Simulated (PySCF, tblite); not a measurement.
# C₇H₃ClO₂: geometry, infrared bands and NMR shifts

Wanted: the infrared bands and NMR shifts of C₇H₃ClO₂ (`C#Cc1ccoc1C(=O)Cl`), by calculation.

The runs use tblite 0.8.0 and PySCF 2.14.0, with density-fitted response routines of our own; the level of theory stands in each step. All values are computed, except where a source is named. Atoms are numbered from 0 throughout.

## Step 1: The molecule as given

13 atoms, charge 0, multiplicity 1; geometry from: force field or distance geometry start.

Bonds of the start (Å): C0–C1 1.20, C1–C2 1.45, C2–C3 1.38, C3–C4 1.39, C4–O5 1.32, O5–C6 1.30, C6–C7 1.45, C7–O8 1.25, C7–Cl9 1.75, C6–C2 1.37, C0–H10 1.08, C3–H11 1.08, C4–H12 1.08.

## Step 2: Optimising the geometry with GFN2-xTB

The job: settings as JSON, then the geometry in Å.

```
{"job": {"kind": "relax", "xc": "GFN2-xTB", "basis": "xTB"}, "charge": 0, "multiplicity": 1}
C     -1.495400     2.444300    -0.379000
C     -1.045200     1.345500    -0.236600
C     -0.462700     0.033100    -0.030200
C     -1.194400    -1.128700     0.065400
C     -0.290200    -2.166400     0.258300
O      0.910000    -1.617900     0.244600
C      0.849100    -0.330300     0.079800
C      1.992300     0.568500     0.037000
O      1.807700     1.789300    -0.129200
Cl     3.642300     0.021700     0.193800
H     -1.928100     3.421600    -0.522900
H     -2.273200    -1.167600     0.021300
H     -0.516700    -3.212800     0.379900
```

On the command line:

```bash
$ OMP_NUM_THREADS=1 python probes_run.py task.json out
```

One launch serves the whole session: the jobs run in the order shown.

**Question.** This job is followed by: GFN2-xTB harmonic vibrations, gas phase; GIAO PBE0/pcSseg-1 NMR shielding, non-relativistic, gas phase. What will the session give for the following? strongest single infrared mode (GFN2-xTB); zero-point energy (GFN2-xTB); 13C shifts against TMS (PBE0/pcSseg-1); 1H shifts against TMS (PBE0/pcSseg-1); 17O shifts against H2O (PBE0/pcSseg-1); 35Cl shifts against HCl (PBE0/pcSseg-1).

The runs gave:

| quantity | value |
| --- | --- |
| strongest single infrared mode (GFN2-xTB) | 1783 cm⁻¹, 366 km/mol |
| zero-point energy (GFN2-xTB) | 48.3 kcal/mol |
| 13C shifts against TMS (PBE0/pcSseg-1) | 162.1, 154.4, 153.9, 126.5, 125.9, 103.5, 78.4 ppm |
| 1H shifts against TMS (PBE0/pcSseg-1) | 7.67, 6.97, 3.54 ppm |
| 17O shifts against H2O (PBE0/pcSseg-1) | 544.5, 311.3 ppm |
| 35Cl shifts against HCl (PBE0/pcSseg-1) | 436 ppm |

In words: The optimisation took 39 steps and gained 0.486 eV; among the close pairs (by a distance rule), C7–O8 changed most, from 1.246 to 1.192 Å. All 33 modes are real, so the xTB geometry is a minimum. The strongest single mode, at 1783 cm⁻¹, moves mainly C7 and O8. Unscaled tight-binding wavenumbers are off by several per cent, some by more. Its intensities can rank the bands wrongly. At PBE0/pcSseg-1: The largest span, 863 ppm, is at O8, where the paramagnetic term is -606 ppm. NICS(1)zz of -23 ppm above the planar ring from C2 marks a diatropic (aromatic) ring current.
